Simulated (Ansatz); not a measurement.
# LaSc3F2: the cost of one run

Method: DFT PBE, scalar-relativistic, plane waves, PAW, unless a step names another level, in Ansatz 0.2.0.

4 further runs of the same task are left out: 4 that didn't finish.

## Step 1: Starting point

The structure is tetragonal, space group P4mm (No. 99). Conventional cell: a = 3.859 Å, b = 3.859 Å, c = 8.666 Å, α = 90.00°, β = 90.00°, γ = 90.00°. La (site symmetry 4mm) is surrounded by 4 F at 2.81 Å. Sc (site symmetry 4mm) is surrounded by 4 F at 2.15 Å. Sc (site symmetry 4mm) has 5 Sc at 3.02 to 3.41 Å as nearest neighbours. Around Sc (site symmetry 4mm) lie 8 Sc at 3.02 to 3.46 Å. F (site symmetry 2mm) is surrounded by 2 Sc at 2.15 Å and 2 La at 2.81 Å.

Coordinates:

```
CELL_PARAMETERS angstrom
3.85937 0.00000 0.00000
0.00000 3.85937 0.00000
0.00000 0.00000 8.66559
ATOMIC_POSITIONS crystal
La 0.50000 0.50000 0.78682
Sc 0.00000 0.00000 0.13240
Sc 0.00000 0.00000 0.52615
Sc 0.50000 0.50000 0.37767
F 0.00000 0.50000 0.02198
F 0.50000 0.00000 0.02198
```

It came out lowest among 24 distinct ends of the trial cells. At a tolerance of 0.05 Å it has space group P4mm (No. 99). Site moments: 0.0 0.0 0.1 0.1 0.0 0.0 μB.

## Step 2: Tight relaxation for the response runs, on the response runs' mesh and smearing

input.yaml

```yaml
crystal:
  lattice:
    - [3.8593714233, 0.0, 0.0]
    - [0.0, 3.8593714233, 0.0]
    - [0.0, 0.0, 8.6655892318]
  atoms:
    - { symbol: La, position: [0.5, 0.5, 0.7868202363] }
    - { symbol: Sc, position: [0.0, 0.0, 0.1324034365] }
    - { symbol: Sc, position: [0.0, 0.0, 0.5261513172], spin: 0.13 }
    - { symbol: Sc, position: [0.5, 0.5, 0.3776714245], spin: 0.15 }
    - { symbol: F, position: [0.0, 0.5, 0.0219767928] }
    - { symbol: F, position: [0.5, 0.0, 0.0219767928] }
basis:
  ecutwfc: 420
kpoints:
  mp_grid: { grid: [8, 8, 4] }
hamiltonian:
  xc: pbe
scf:
  occupations: { method: gaussian, width: 0.1 }
output:
  forces: true
  stress: true
  eigenvalues: true
  populations: true
magnetization:
  spin_polarized: true
relax:
  adjacent_minimum: "off"
  f_tol: 0.001
  max_steps: 60
  cell: { stress_tol: 0.01 }
```

Run with:

```
ansatz run input.yaml --threads 3 --pin off --max-ram 7680MiB --backend cpu --events-out ev --progress --plain --runs-dir out
```

Q: Estimate wall time and peak memory on 3 threads of Intel Xeon at 2.70GHz, shared host.

About 3.4 min, with a peak of 0.71 GiB.
